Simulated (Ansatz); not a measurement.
**InCl2(NH2) (Cl2H2InN): the relaxed shape and its frontier levels**

What does InCl2(NH2) (Cl2H2InN) look like as a singlet, and where do its frontier electrons sit?

The runs use Ansatz 0.2.0, Gaussian basis; RKS PBE0-D4/def2-TZVP.

Plan: relaxation at PBE0-D4/def2-SVP; a search for the lowest solution at PBE0-D4/def2-SVP; a single point at PBE0-D4/def2-TZVP.

5 further runs of the same task are left out: 5 set aside as unsound or not needed. Runs told in other sessions of the task aren't counted.

## 1. Where the work starts

6 atoms, charge 0, spin multiplicity 1.

Atoms are counted from 1 here; the program's logs count them from 0.

Bond lengths: In1–Cl2 2.292 Å, In1–Cl3 2.293 Å, In1–N4 2.055 Å, N4–H5 1.016 Å, N4–H6 1.016 Å. Angles: Cl2–In1–Cl3 119.0°, Cl2–In1–N4 120.4°, Cl3–In1–N4 119.9°, In1–N4–H5 110.8°, In1–N4–H6 111.1°, H5–N4–H6 107.9°.

Geometry (Å):

| atom | x (Å) | y (Å) | z (Å) |
| --- | --- | --- | --- |
| In1 | 0.3155 | 0.7028 | 0.0465 |
| Cl2 | 2.5831 | 0.9609 | 0.2621 |
| Cl3 | -1.0143 | 2.5691 | -0.0411 |
| N4 | -0.5393 | -1.1590 | 0.2065 |
| H5 | -1.4177 | -1.1971 | -0.3019 |
| H6 | 0.0727 | -1.8767 | -0.1721 |

In takes a core potential in the def2 sets. No spin-orbit coupling is included.

The start is a GFN2-xTB geometry.

## 2. Relaxation at PBE0-D4/def2-SVP

in.yaml reads:

```yaml
crystal:
  periodic: [false, false, false]
  atoms:
    - {symbol: In, position_ang: [0.315470, 0.702830, 0.046490]}
    - {symbol: Cl, position_ang: [2.583090, 0.960880, 0.262120]}
    - {symbol: Cl, position_ang: [-1.014260, 2.569070, -0.041060]}
    - {symbol: N, position_ang: [-0.539330, -1.159000, 0.206460]}
    - {symbol: H, position_ang: [-1.417680, -1.197070, -0.301910]}
    - {symbol: H, position_ang: [0.072720, -1.876710, -0.172090]}
basis:
  gaussian: {orbitals: def2-SVP}
hamiltonian: {xc: pbe0, dispersion: d4}
scf: {omitted_lower_state_checks: [starts]}
output: {orbitals: {seedname: orbitals}}
relax: {f_tol: 0.02, max_steps: 100}
```

Run with:

```
$ ansatz run in.yaml --threads 4 --pin off --events-out ev --progress --plain --max-ram 3916MiB
```

What it wrote (excerpt; [...] marks lines left out):

```text
Functional definition: PBE0
  name "PBE0"
  cite "Adamo & Barone, J. Chem. Phys. 110, 6158 (1999) doi:10.1063/1.478522"
  cite "Perdew, Burke & Ernzerhof, Phys. Rev. Lett. 77, 3865 (1996) doi:10.1103/PhysRevLett.77.3865"
  parent pbe
[...]
971 factors; integrals over basis functions are off by at most 2.7e-4 eV
[...]
mean field -31725.54644738 eV, -1165.8923275935 hartree, gradient 3.6e-5 eV, S^2 0.000000; 0 other end points of the search recorded, 0 dependent functions left out
[...]
reference -31725.54648106 eV, -1165.8923288313 hartree; 32, 32 occupied and 54, 54 virtual orbitals, 971 factors
relax step   1: F+E_penalty+E_count = -31725.67194157 eV  Δ(F+E_penalty+E_count) = +0.000e0 eV  max|allowed force component| = 1.056e0 eV/Å  Δτ_max = 0.0000 Å  (25 SCF iters, accepted)
[...]
relax step   5: F+E_penalty+E_count = -31725.71662330 eV  Δ(F+E_penalty+E_count) = +1.432e-3 eV  max|allowed force component| = 1.122e-1 eV/Å  Δτ_max = 0.0236 Å  (31 SCF iters, rejected (line search))
[...]
relax step   6: F+E_penalty+E_count = -31725.71866464 eV  Δ(F+E_penalty+E_count) = -6.098e-4 eV  max|allowed force component| = 9.705e-3 eV/Å  Δτ_max = 0.0062 Å  (23 SCF iters, accepted)
[...]
971 factors; integrals over basis functions are off by at most 3.0e-4 eV
mean field -31725.59400947 eV, -1165.8940754681 hartree, gradient 1.9e-5 eV, S^2 0.000000; 0 other end points of the search recorded, 0 dependent functions left out
[...]
reference -31725.59404300 eV, -1165.8940767001 hartree; 32, 32 occupied and 54, 54 virtual orbitals, 971 factors
Total energy: -31725.71869816 eV, -1165.8986576929 hartree
Atom 0 at     0.303434     0.684264     0.052747 Å, force    -0.004996    -0.009705    -0.000790 eV/Å
Atom 1 at     2.606735     0.996253     0.268553 Å, force    -0.001342    -0.000919    -0.000015 eV/Å
Atom 2 at    -1.001477     2.617747    -0.036915 Å, force     0.000340    -0.001198     0.000133 eV/Å
Atom 3 at    -0.528233    -1.146638     0.149752 Å, force     0.001115     0.000404    -0.004399 eV/Å
Atom 4 at    -1.445371    -1.236240    -0.280890 Å, force     0.003646     0.005568     0.002598 eV/Å
Atom 5 at     0.064921    -1.915386    -0.153237 Å, force     0.001238     0.005851     0.002474 eV/Å
Dipole moment:    -0.233651    -0.566766    -0.246409 e Å
Checks for a lower state left out: starts
```

It took 8 s on 4 threads of Arm Neoverse V2, shared host.

The steps of the relaxation: (the energy doesn't fall at every step)

| step | energy from step 1 (eV) | largest force component (eV/Å) |
| --- | --- | --- |
| 1 | 0.0000 | 1.0563 |
| 2 | -0.0420 | 0.1404 |
| 3 | -0.0455 | 0.1165 |
| 4 | -0.0461 | 0.0834 |
| 5 | -0.0447 | 0.1122 |
| 6 | -0.0467 | 0.0097 |

Distances of close pairs at the start and the end, largest changes first:

| bond | before (Å) | after (Å) | change (Å) |
| --- | --- | --- | --- |
| In1–Cl2 | 2.292 | 2.334 | +0.042 |
| In1–N4 | 2.055 | 2.013 | -0.042 |
| In1–Cl3 | 2.293 | 2.334 | +0.041 |
| N4–H5 | 1.016 | 1.017 | +0.002 |
| N4–H6 | 1.016 | 1.017 | +0.001 |

Bonds by kind at the end (by distance):

| bond | count | shortest (Å) | longest (Å) |
| --- | --- | --- | --- |
| Cl–In | 2 | 2.334 | 2.334 |
| In–N | 1 | 2.013 | 2.013 |
| H–N | 2 | 1.017 | 1.017 |

## 3. Searching for the lowest solution, PBE0-D4/def2-SVP

start.molden holds the orbitals of an earlier run on this state, given as this run's starting guess.

in.yaml reads:

```yaml
crystal:
  periodic: [false, false, false]
  atoms:
    - {symbol: In, position_ang: [0.303434, 0.684264, 0.052747]}
    - {symbol: Cl, position_ang: [2.606735, 0.996253, 0.268553]}
    - {symbol: Cl, position_ang: [-1.001477, 2.617747, -0.036915]}
    - {symbol: N, position_ang: [-0.528233, -1.146638, 0.149752]}
    - {symbol: H, position_ang: [-1.445371, -1.236240, -0.280890]}
    - {symbol: H, position_ang: [0.064921, -1.915386, -0.153237]}
basis:
  gaussian: {orbitals: def2-SVP, initial_orbitals: start.molden}
hamiltonian: {xc: pbe0, dispersion: d4}
output: {orbitals: {seedname: orbitals}}
```

Same command.

What it wrote:

```text
Functional definition: PBE0
  name "PBE0"
  cite "Adamo & Barone, J. Chem. Phys. 110, 6158 (1999) doi:10.1063/1.478522"
  cite "Perdew, Burke & Ernzerhof, Phys. Rev. Lett. 77, 3865 (1996) doi:10.1103/PhysRevLett.77.3865"
  parent pbe
  parameter a = 0.25
  parameter kappa = 0.804
  parameter beta = 0.06672455060314922
  exchange = (1 - a)*pbe_x(kappa = kappa, mu = beta*pi^2/3) + a*exact_x
  correlation = pbe_c(beta = beta)
905 factors; integrals over basis functions are off by at most 5.1e-4 eV
mean field evaluation 1: about -31725.4990 eV, gradient 5.2e-1 eV
mean field evaluation 2: about -31725.5940 eV, gradient 2.1e-4 eV
mean field evaluation 4: about -31725.5940 eV, gradient 1.4e-5 eV
mean field evaluation 8: about -31725.3542 eV, gradient 7.5e0 eV
mean field evaluation 16: about -31725.5940 eV, gradient 2.1e-3 eV
mean field -31725.59396926 eV, -1165.8940739905 hartree, gradient 1.4e-5 eV, S^2 0.000000; 1 other end points of the search recorded, 0 dependent functions left out
reference -31725.59400278 eV, -1165.8940752221 hartree; 32, 32 occupied and 54, 54 virtual orbitals, 905 factors
Total energy: -31725.71865795 eV, -1165.8986562151 hartree
```

It took 1.1 s on 4 threads of Arm Neoverse V2, shared host.

From the report: HOMO -7.87 eV, LUMO -2.04 eV.

## 4. Single point, PBE0-D4/def2-TZVP

in.yaml: that of step 3 with these lines changed.

```diff
@@ -10,4 +10,5 @@
 basis:
-  gaussian: {orbitals: def2-SVP, initial_orbitals: start.molden}
+  gaussian: {orbitals: def2-TZVP, initial_orbitals: start.molden}
 hamiltonian: {xc: pbe0, dispersion: d4}
-output: {orbitals: {seedname: orbitals}}
+scf: {omitted_lower_state_checks: [starts]}
+output: {forces: true, orbitals: {seedname: orbitals}}
```

Launched as before.

What it wrote (excerpt; [...] marks lines left out):

```text
Functional definition: PBE0
  name "PBE0"
  cite "Adamo & Barone, J. Chem. Phys. 110, 6158 (1999) doi:10.1063/1.478522"
  cite "Perdew, Burke & Ernzerhof, Phys. Rev. Lett. 77, 3865 (1996) doi:10.1103/PhysRevLett.77.3865"
  parent pbe
[...]
1260 factors; their error is unknown
[...]
mean field -31736.39787764 eV, -1166.2911103003 hartree, gradient 2.2e-5 eV, S^2 0.000000; 0 other end points of the search recorded, 0 dependent functions left out
[...]
reference -31736.39791875 eV, -1166.2911118110 hartree; 32, 32 occupied and 135, 135 virtual orbitals, 1260 factors
Total energy: -31736.52257392 eV, -1166.2956928039 hartree
Atom 0 at     0.303434     0.684264     0.052747 Å, force     0.045264     0.105073     0.016010 eV/Å
Atom 1 at     2.606735     0.996253     0.268553 Å, force    -0.359680    -0.055101    -0.033293 eV/Å
Atom 2 at    -1.001477     2.617747    -0.036915 Å, force     0.199006    -0.305638     0.014019 eV/Å
Atom 3 at    -0.528233    -1.146638     0.149752 Å, force     0.001659    -0.029857    -0.171913 eV/Å
Atom 4 at    -1.445371    -1.236240    -0.280890 Å, force     0.262224     0.050816     0.104896 eV/Å
Atom 5 at     0.064921    -1.915386    -0.153237 Å, force    -0.148473     0.234706     0.070281 eV/Å
Dipole moment:    -0.227343    -0.550640    -0.235290 e Å
Checks for a lower state left out: starts
```

It took 2.6 s on 4 threads of Arm Neoverse V2, shared host.

Report: HOMO -8.11 eV, LUMO -2.24 eV.

Mulliken charges, from this run's orbitals:

| atom | value (e) |
| --- | --- |
| In1 | 0.94 |
| Cl2 | -0.37 |
| Cl3 | -0.37 |
| N4 | -0.71 |
| H5 | 0.25 |
| H6 | 0.25 |

Largest Mayer bond orders: In1–N4 1.07; In1–Cl2 0.98; In1–Cl3 0.98; N4–H5 0.91; N4–H6 0.91.

Orbitals, density, ELF and potential are computed afterwards from the orbital file.

Frontier orbitals at PBE0-D4/def2-TZVP, with the share of their density that lies nearest to each atom:

| orbital | energy (eV) | lies on |
| --- | --- | --- |
| HOMO | -8.11 | N4 66 %; H5, H6 about 9 % each |
| LUMO | -2.24 | In1 45 %; Cl2, Cl3 about 17 % each; N4 13 % |

ELF in a plane through or near 6 of the atoms.

Values, 10 rows by 14 columns:
```
0.00 0.00 0.00 0.00 0.00 0.00 0.00 0.00 0.00 0.00 0.00 0.00 0.00 0.00
0.00 0.01 0.07 0.30 0.47 0.41 0.13 0.00 0.00 0.00 0.00 0.00 0.00 0.00
0.00 0.14 0.54 0.81 0.75 0.87 0.54 0.05 0.00 0.00 0.00 0.00 0.00 0.00
0.01 0.30 0.76 0.72 0.35 0.76 0.36 0.02 0.04 0.65 0.71 0.19 0.00 0.00
0.00 0.04 0.22 0.44 0.34 0.31 0.53 0.24 0.63 0.96 0.87 0.27 0.00 0.00
0.00 0.00 0.02 0.07 0.17 0.73 0.56 0.23 0.75 0.65 0.52 0.09 0.00 0.00
0.00 0.23 0.66 0.84 0.75 0.60 0.18 0.10 0.21 0.93 0.91 0.42 0.00 0.00
0.01 0.28 0.75 0.59 0.63 0.81 0.51 0.02 0.00 0.16 0.19 0.01 0.00 0.00
0.00 0.04 0.27 0.64 0.78 0.73 0.36 0.03 0.00 0.00 0.00 0.00 0.00 0.00
0.00 0.00 0.00 0.03 0.06 0.05 0.01 0.00 0.00 0.00 0.00 0.00 0.00 0.00
```
The map spans 9.2 Å across and 9.2 Å up, centred on the molecule. Atoms in the plane (x, y in Å): In1 (-0.8, 0.0), Cl2 (-2.0, -2.0), Cl3 (-2.0, 2.0), N4 (1.2, 0.0), H5 (1.7, 0.8), H6 (1.7, -0.8).

log10 of the density (e/Å³) in the same plane.

Ten even steps from ' ' (-4.0) to '@' (1.7):
```
          ............                                  
      ....::::::::::::::....                            
    ..::----==========----::..                          
  ..::--==++++****++++====--::..                        
..::--==++****######**++====::::........                
..::--==++**##@@@@####**++==----::------::::..          
..::--==++**##%%%%####**++====--==========--::..        
..::--==++****######****++++++++++++****++==--::..      
  ..::--==++++++****##%%%%##******######**++==::..      
  ..::::--====++**##%%%%@@%%**####%%####**++==::....    
  ..::::--====++**##%%%%@@%%****##%%%%##**++==::....    
  ..::--====++++****##%%%%##******######**++==::..      
..::--==++****######****++++++++++++****++==--::..      
..::--==++**##%%@@####**++====--==========--::..        
..::--==++**##@@@@%%##**++==----::------::::..          
..::--==++****######**++====::::........                
  ..::--==++++++**++++====--::..                        
    ::::----==========----::..                          
      ....::::::::::::::....                            
          ............                                  
```
The map spans 9.2 Å across and 9.2 Å up, centred on the molecule. Atoms in the plane (x, y in Å): In1 (-0.8, 0.0), Cl2 (-2.0, -2.0), Cl3 (-2.0, 2.0), N4 (1.2, 0.0), H5 (1.7, 0.8), H6 (1.7, -0.8).

On the surface of density 0.002 e/bohr³ the electrostatic potential runs, from the 1st to the 99th percentile, from -0.78 V near N4 to 3.04 V near In1.

## 5. Outcome

| quantity | value |
| --- | --- |
| point group | Cs |
| commonest bond, hydrogen aside | Cl–In, 2 of mean length 2.334 Å |
| HOMO, LUMO at PBE0-D4/def2-TZVP | -8.11, -2.24 eV |
| dipole at PBE0-D4/def2-SVP | 3.17 D |

The molecule keeps its bonding pattern by the stored test; the atoms moved 0.05 Å (rms). No usable vibrations, so a minimum isn't proven. The HOMO lies nearest to N4 66 %; H5, H6 about 9 % each and the LUMO to In1 45 %; Cl2, Cl3 about 17 % each.
